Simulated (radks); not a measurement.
**As⁴⁺ in [Ar] 3d10 4s0.75 5s0.25: an all-electron calculation**

One table from this session's results is given with a row withheld; the runs are named, their logs left out.

Program: radks (a radial shooting solver on a logarithmic mesh, Libxc functionals) version 1. Level of theory: scalar-relativistic Kohn-Sham, PBE, spin-unpolarised, spherical densities, point nucleus. These are calculated values, not measurements, unless marked.

### The system

- element: arsenic (Z = 33)
- charge: +4
- electrons: 29
- configuration: [Ar] 3d10 4s0.75 5s0.25

The first run:

The run's settings:

```text
Z 33
configuration [Ar] 3d10 4s0.75 5s0.25
relativity scalar-relativistic
functional pbe,pbe
spin unpolarised
nucleus point
c 137.035999084
```

Launch:

```console
python run_ks.py task.json out
```

This one command runs every case of the session in turn.

One table of the session follows, with a row left open; its other results are not shown here.

It belongs to the step «Shells». Sizes of the orbitals, from the radial functions (bohr):

```
level      <r>  outermost maximum (interpolated)  90 % within  nodes
   1s  0.04550                            0.0297       0.0813      0
   2s   0.2027                             0.170        0.314      1
   2p        ?                                 ?            ?      ?
   3s   0.5976                             0.522        0.892      2
   3p   0.6157                             0.521        0.943      1
   3d   0.6656                             0.476         1.11      0
   4s    1.668                              1.49         2.42      3
   5s    3.492                              3.39         4.93      4
```

Estimate the missing values for 2p.

As computed: <r>: 0.1772; outermost maximum (interpolated): 0.136; 90 % within: 0.289; nodes: 0. In the column «<r>» it lies between 1s (0.04550) and 2s (0.2027).
